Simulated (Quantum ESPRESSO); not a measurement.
# Li3TiP2 (R-3m) in Quantum ESPRESSO: reference runs

Reference runs on Li3TiP2: the cell as given.

Program: Quantum ESPRESSO 7.5. These are calculated values, not measurements. Logs are shortened: lines on timing, memory, paths and dates and some standing lists are left out, and cuts for length are marked.

## (1) Starting point

Symmetry: R-3m, No. 166, trigonal system. Conventional cell: a = 5.057 Å, b = 5.057 Å, c = 12.615 Å, α = 90.00°, β = 90.00°, γ = 120.00°. Li (site symmetry 2/m) has 4 Li at 2.53 Å and 2 Ti at 2.56 Å as nearest neighbours. Ti (site symmetry -3m) has 6 Li at 2.56 Å as nearest neighbours. Around P (site symmetry 3m) lie 3 Ti at 2.97 Å and 9 Li at 2.98 to 3.01 Å and 4 P at 3.10 to 3.15 Å.

The cell was built by a generator and needn't be a form met in nature.

## (2) Single point, PBE

The input, pw.in:

```
&CONTROL
  calculation = 'scf'
  prefix = 'pwscf'
  outdir = './tmp'
  pseudo_dir = './pseudo'
  tprnfor = .true.
  tstress = .true.
  disk_io = 'nowf'
/
&SYSTEM
  ibrav = 0
  nat = 6
  ntyp = 3
  ecutwfc = 55
  ecutrho = 440
  nbnd = 23
  occupations = 'smearing'
  smearing = 'fd'
  degauss = 0.00367493
/
&ELECTRONS
  conv_thr = 1.2d-09
  electron_maxstep = 120
  mixing_beta = 0.5
/
ATOMIC_SPECIES
Li     6.9400 li_pbe_v1.4.uspp.F.UPF
Ti    47.8670 ti_pbe_v1.4.uspp.F.UPF
P     30.9738 P.pbe-n-rrkjus_psl.1.0.0.UPF
CELL_PARAMETERS angstrom
   2.5282907700    1.4597093600    4.2050927900
  -2.5282907700    1.4597093600    4.2050927900
   0.0000000000   -2.9194187100    4.2050927900
ATOMIC_POSITIONS crystal
Li     0.0000000000    0.5000000000    0.5000000000
Li     0.5000000000    0.0000000000    0.5000000000
Li     0.5000000000    0.5000000000    0.0000000000
Ti     0.5000000000    0.5000000000    0.5000000000
P      0.1247686700    0.1247686700    0.1247686700
P      0.8752313300    0.8752313300    0.8752313300
K_POINTS automatic
7 7 7 0 0 0
```

Potentials or basis: SSSP 1.3 efficiency PBE.

Command:

```sh
> OMP_NUM_THREADS=1 pw.x -in pw.in > pw.out
```

pw.out:

```text
This program is part of the open-source Quantum ESPRESSO suite
     for quantum simulation of materials; please cite
[... 9 lines left out ...]
     --------------------
     sticks:   dense  smooth     PW     G-vecs:    dense   smooth      PW
     Sum        2819    1401    421                97931    34633    5643

     Using Slab Decomposition

     bravais-lattice index     =            0
     lattice parameter (alat)  =       9.6738  a.u.
     unit-cell volume          =     628.3720 (a.u.)^3
     number of atoms/cell      =            6
     number of atomic types    =            3
     number of electrons       =        31.00
     number of Kohn-Sham states=           23
     kinetic-energy cutoff     =      55.0000  Ry
     charge density cutoff     =     440.0000  Ry
     scf convergence threshold =      1.2E-09
     mixing beta               =       0.5000
     number of iterations used =            8  plain     mixing
     Exchange-correlation= PBE
                           (   1   4   3   4   0   0   0)

     celldm(1)=   9.673813  celldm(2)=   0.000000  celldm(3)=   0.000000
     celldm(4)=   0.000000  celldm(5)=   0.000000  celldm(6)=   0.000000

     crystal axes: (cart. coord. in units of alat)
               a(1) = (   0.493888   0.285146   0.821442 )
               a(2) = (  -0.493888   0.285146   0.821442 )
               a(3) = (   0.000000  -0.570292   0.821442 )

     reciprocal axes: (cart. coord. in units 2 pi/alat)
               b(1) = (  1.012376  0.584495  0.405791 )
               b(2) = ( -1.012376  0.584495  0.405791 )
               b(3) = ( -0.000000 -1.168991  0.405791 )

     PseudoPot. # 1 for Li read from file:
     li_pbe_v1.4.uspp.F.UPF
     Pseudo is Ultrasoft, Zval =  3.0
     Generated by new atomic code, or converted to UPF format
     Using radial grid of  751 points,  5 beta functions with:
                l(1) =   0
                l(2) =   0
                l(3) =   0
                l(4) =   1
                l(5) =   1
     Q(r) pseudized with 10 coefficients,  rinner =    1.150   1.150   1.150

     PseudoPot. # 2 for Ti read from file:
     ti_pbe_v1.4.uspp.F.UPF
     Pseudo is Ultrasoft + core correction, Zval = 12.0
     Generated by new atomic code, or converted to UPF format
     Using radial grid of  851 points,  6 beta functions with:
                l(1) =   0
                l(2) =   0
                l(3) =   1
                l(4) =   1
                l(5) =   2
                l(6) =   2
     Q(r) pseudized with  6 coefficients,  rinner =    1.000   1.000   1.000
                                                       1.000   1.000

     PseudoPot. # 3 for P  read from file:
     P.pbe-n-rrkjus_psl.1.0.0.UPF
     Pseudo is Ultrasoft + core correction, Zval =  5.0
     Generated using "atomic" code by A. Dal Corso  v.5.1
     Using radial grid of 1147 points,  6 beta functions with:
                l(1) =   0
                l(2) =   0
                l(3) =   1
                l(4) =   1
                l(5) =   2
                l(6) =   2
     Q(r) pseudized with 0 coefficients

     atomic species   valence    mass     pseudopotential
     Li                3.00     6.94000     Li( 1.00)
     Ti               12.00    47.86700     Ti( 1.00)
     P                 5.00    30.97380     P ( 1.00)

     12 Sym. Ops., with inversion, found

   Cartesian axes

     site n.     atom                  positions (alat units)
         1        Li     tau(   1) = (  -0.2469439  -0.1425731   0.8214418  )
         2        Li     tau(   2) = (   0.2469439  -0.1425731   0.8214418  )
         3        Li     tau(   3) = (   0.0000000   0.2851462   0.8214418  )
         4        Ti     tau(   4) = (   0.0000000   0.0000000   1.2321627  )
         5        P      tau(   5) = (   0.0000000   0.0000000   0.3074706  )
         6        P      tau(   6) = (  -0.0000000   0.0000000   2.1568547  )

     number of k points=    44  Fermi-Dirac smearing, width (Ry)=  0.0037
                       cart. coord. in units 2pi/alat
        k(    1) = (   0.0000000   0.0000000   0.0000000), wk =   0.0058309
        k(    2) = (  -0.0000000  -0.1669987   0.0579701), wk =   0.0349854
        k(    3) = (  -0.0000000  -0.3339974   0.1159402), wk =   0.0349854
        k(    4) = (  -0.0000000  -0.5009961   0.1739103), wk =   0.0349854
        k(    5) = (  -0.1446251  -0.0834994   0.1159402), wk =   0.0349854
        k(    6) = (  -0.1446251  -0.2504981   0.1739102), wk =   0.0699708
[... 36 lines left out ...]
        k(   43) = (  -0.0000000   0.0000000   0.5217307), wk =   0.0116618
        k(   44) = (  -0.0000000   1.0019923   0.1739102), wk =   0.0349854

     Dense  grid:    97931 G-vectors     FFT dimensions: (  72,  72,  72)

     Smooth grid:    34633 G-vectors     FFT dimensions: (  45,  45,  45)

     Check: negative core charge=   -0.000001

     Initial potential from superposition of free atoms

     starting charge      28.6474, renormalised to      31.0000

     negative rho (up, down):  1.625E-03 0.000E+00
     Starting wfcs are   33 randomized atomic wfcs

     Self-consistent Calculation

     iteration #  1     ecut=    55.00 Ry     beta= 0.50
     Davidson diagonalization with overlap
     ethr =  1.00E-02,  avg # of iterations =  3.2

     negative rho (up, down):  2.269E-03 0.000E+00

     total energy              =    -190.15597832 Ry
     estimated scf accuracy    <       1.33447480 Ry

     iteration #  2     ecut=    55.00 Ry     beta= 0.50
     Davidson diagonalization with overlap
     ethr =  4.30E-03,  avg # of iterations =  4.4

     negative rho (up, down):  6.537E-04 0.000E+00

     total energy              =    -188.57319138 Ry
     estimated scf accuracy    <      22.10234972 Ry
[... 91 lines left out ...]
     iteration # 12     ecut=    55.00 Ry     beta= 0.50
     Davidson diagonalization with overlap
     ethr =  9.84E-11,  avg # of iterations =  3.4

     negative rho (up, down):  3.305E-04 0.000E+00

     total energy              =    -190.69895162 Ry
     estimated scf accuracy    <          5.6E-09 Ry

     iteration # 13     ecut=    55.00 Ry     beta= 0.50
     Davidson diagonalization with overlap
     ethr =  1.79E-11,  avg # of iterations =  2.3

     negative rho (up, down):  3.304E-04 0.000E+00

     End of self-consistent calculation

          k = 0.0000 0.0000 0.0000 (  4333 PWs)   bands (ev):

   -50.6517 -39.6286 -39.5601 -39.5601 -26.9742 -26.9742 -26.8050  -4.6259
    -0.9963   3.5152   3.5152   4.2510   4.8760   5.0319   5.0319   5.9547
     6.8686   6.8686   7.8322   8.9198   8.9198   9.0964   9.7117

          k =-0.0000-0.1670 0.0580 (  4339 PWs)   bands (ev):

   -50.6517 -39.6256 -39.5632 -39.5601 -26.9743 -26.9742 -26.8047  -4.5180
    -1.2343   3.4624   3.5020   3.9280   4.8738   5.0132   5.1779   6.3093
     6.9029   7.0029   7.7775   8.6623   8.8466   9.0497  10.2925

          k =-0.0000-0.3340 0.1159 (  4321 PWs)   bands (ev):

   -50.6517 -39.6176 -39.5715 -39.5601 -26.9745 -26.9743 -26.8039  -4.2230
    -1.7779   2.9946   3.4750   3.6156   4.9714   5.3079   5.4854   6.4166
     6.9037   7.3989   7.6847   8.6384   8.7126   9.8208  10.9401

          k =-0.0000-0.5010 0.1739 (  4337 PWs)   bands (ev):
[... 155 lines left out ...]
          k =-0.2893 0.6680 0.1159 (  4324 PWs)   bands (ev):

   -50.6516 -39.6016 -39.5881 -39.5603 -26.9747 -26.9739 -26.8020  -3.3210
    -2.9165   1.9942   2.6289   4.2874   5.2612   5.5518   6.1325   6.4358
     7.3312   7.5938   7.7673   8.4690   9.4698   9.7107  11.5483

          k =-0.2893 0.5010 0.1739 (  4330 PWs)   bands (ev):

   -50.6516 -39.6009 -39.5886 -39.5603 -26.9748 -26.9743 -26.8027  -3.6348
    -2.5496   2.0091   2.9398   4.0699   5.1716   5.8690   6.0970   6.2295
     7.1324   7.6373   8.0059   8.4459   9.0517   9.5634  11.5512

          k = 0.5785 0.3340-0.2899 (  4309 PWs)   bands (ev):

   -50.6516 -39.6089 -39.5810 -39.5604 -26.9749 -26.9733 -26.8014  -3.2132
    -3.0734   2.3003   2.8377   3.7316   4.5459   5.7822   6.0815   6.7602
     7.2494   7.4902   7.9406   8.8945   9.6711   9.9948  11.9964

          k = 0.5785 0.1670-0.2319 (  4325 PWs)   bands (ev):

   -50.6516 -39.6043 -39.5854 -39.5603 -26.9749 -26.9737 -26.8020  -3.4227
    -2.8206   2.2010   2.6516   4.3432   4.4828   5.8203   6.1106   6.5775
     7.2071   7.5815   7.9214   8.6024   9.4093   9.9575  11.8601

          k = 0.4339 0.2505-0.1739 (  4337 PWs)   bands (ev):

   -50.6516 -39.6083 -39.5812 -39.5603 -26.9750 -26.9737 -26.8026  -3.7502
    -2.4418   2.4072   3.0035   3.9129   4.5196   5.5779   6.3120   6.5975
     6.8121   7.5720   7.9008   8.5948   9.2415  10.6234  11.4210

          k =-0.0000 0.0000 0.3478 (  4318 PWs)   bands (ev):

   -50.6516 -39.6295 -39.5602 -39.5602 -26.9734 -26.9734 -26.8020  -4.3226
    -1.6588   3.0268   3.0268   3.2228   5.7237   5.7282   5.7282   6.4761
     6.7466   6.7466   8.5724   8.7885   8.7885   9.5097  10.4690

          k =-0.0000-0.1670 0.4058 (  4325 PWs)   bands (ev):

   -50.6516 -39.6266 -39.5633 -39.5602 -26.9735 -26.9734 -26.8014  -4.1333
    -1.9796   2.5557   3.0256   3.7141   5.1717   5.6456   5.7738   6.7385
     6.7917   6.9470   8.6342   8.6827   9.2231   9.8425  10.9649

          k =-0.0000 0.8350 0.0580 (  4326 PWs)   bands (ev):
[... 17 lines left out ...]
          k =-0.1446 0.9185 0.1159 (  4314 PWs)   bands (ev):

   -50.6516 -39.6212 -39.5689 -39.5603 -26.9738 -26.9733 -26.8008  -3.7706
    -2.4827   2.3403   2.7259   4.3389   4.7233   5.4341   5.9406   6.6711
     6.8747   7.3014   8.4547   8.7008   9.6920  10.0173  11.5488

          k =-0.1446 0.7515 0.1739 (  4321 PWs)   bands (ev):

   -50.6516 -39.6116 -39.5784 -39.5603 -26.9744 -26.9736 -26.8013  -3.3766
    -2.9047   2.2257   2.5604   4.3726   5.0071   5.4251   5.9322   6.6226
     7.1821   7.4337   7.7282   8.7333   9.6611  10.1990  11.8191

          k = 0.7231 0.4175-0.2319 (  4312 PWs)   bands (ev):

   -50.6516 -39.6187 -39.5714 -39.5603 -26.9741 -26.9732 -26.8008  -3.6216
    -2.6610   2.2533   2.8385   3.9946   5.0003   5.4371   5.8620   6.7213
     6.8588   7.4763   8.1175   9.2002   9.2727  10.2705  11.7022

          k =-0.0000 0.0000 0.5217 (  4317 PWs)   bands (ev):

   -50.6516 -39.6300 -39.5603 -39.5603 -26.9730 -26.9730 -26.8003  -4.0867
    -2.0821   2.8400   2.8400   3.0767   5.2774   6.0838   6.0838   6.6234
     6.6234   7.3405   8.7292   8.7292   8.9606   9.8547  11.2572

          k =-0.0000 1.0020 0.1739 (  4319 PWs)   bands (ev):

   -50.6516 -39.6270 -39.5633 -39.5603 -26.9733 -26.9731 -26.8002  -3.9380
    -2.2895   2.4320   2.8396   3.7150   5.0293   5.7162   5.9908   6.6754
     6.6825   7.5690   8.5826   8.8334   9.3757   9.6410  11.5033

     the Fermi energy is     6.4719 ev

!    total energy              =    -190.69895162 Ry
     estimated scf accuracy    <          8.4E-11 Ry
     smearing contrib. (-TS)   =      -0.00218264 Ry
     internal energy E=F+TS    =    -190.69676898 Ry

     The total energy is F=E-TS. E is the sum of the following terms:
     one-electron contribution =     -86.21921597 Ry
     hartree contribution      =      47.22109193 Ry
     xc contribution           =     -36.87796451 Ry
     ewald contribution        =    -114.82068042 Ry

     convergence has been achieved in  13 iterations

     negative rho (up, down):  3.304E-04 0.000E+00

     Forces acting on atoms (cartesian axes, Ry/au):

     atom    1 type  1   force =    -0.00000000    0.00000000    0.00000000
     atom    2 type  1   force =    -0.00000000    0.00000000    0.00000000
     atom    3 type  1   force =    -0.00000000   -0.00000000    0.00000000
     atom    4 type  2   force =    -0.00000000   -0.00000000    0.00000000
     atom    5 type  3   force =     0.00000000    0.00000000    0.00321334
     atom    6 type  3   force =    -0.00000000   -0.00000000   -0.00321334

     Total force =     0.004544     Total SCF correction =     0.000003

     Computing stress (Cartesian axis) and pressure

     negative rho (up, down):  3.304E-04 0.000E+00
          total   stress  (Ry/bohr**3)                   (kbar)     P=      -49.04
  -0.00075301   0.00000000  -0.00000000         -110.77        0.00       -0.00
   0.00000000  -0.00075301   0.00000000            0.00     -110.77        0.00
   0.00000000   0.00000000   0.00050594            0.00        0.00       74.43

=------------------------------------------------------------------------------=
   JOB DONE.
=------------------------------------------------------------------------------=
```

Wall time 55 s (1 thread of AMD EPYC 9R45 (Zen 5), shared host); peak memory 0.46 GiB.

Results:

| Quantity | Value |
| --- | --- |
| Free energy | -2594.5914 eV |
| Pressure | -4.9 GPa |
| Largest force | 0.083 eV/Å |
| Band gap on the k mesh | none (metal or under the smearing width) |

Forces in eV/Å, atoms in the order of the input:
```
Li   0.000  0.000  0.000
Li   0.000  0.000  0.000
Li   0.000  0.000  0.000
Ti   0.000  0.000  0.000
P    0.000  0.000  0.083
P    0.000  0.000 -0.083
```
